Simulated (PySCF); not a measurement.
The system is O2Ti, in a box.

```
O Ti
1.0
    11.00000    0.00000    0.00000
     0.00000   11.00000    0.00000
     0.00000    0.00000   11.00000
O Ti
2 1
Direct
  0.59105 0.56649 0.55858
  0.41131 0.44235 0.44760
  0.51960 0.43733 0.54831
```

Base run:

```yaml
Program: PySCF 2.14.0
Functional: B3PW91
Potentials_or_basis: 6-31g* (all-electron)
k_mesh: 1 × 1 × 1
Occupations: fixed
Spin: no spin polarisation
```

Its results: gap between the frontier levels 4.03 eV.

Question: After a change of settings the same cell gave: gap between the frontier levels 4.78 eV. Which change was it?
A. functional from B3PW91 to r2SCANh; dispersion from none to D4
B. functional from B3PW91 to r2SCAN0; dispersion from none to D3(BJ)
C. functional from B3PW91 to WC
D. functional from B3PW91 to PBE

Answer: B.

Caveats: this is a molecule in a periodic box at the Γ point, so its band gap is the HOMO-LUMO gap; the basis of atomic orbitals isn't converged, which shifts pressures, moduli and gaps.
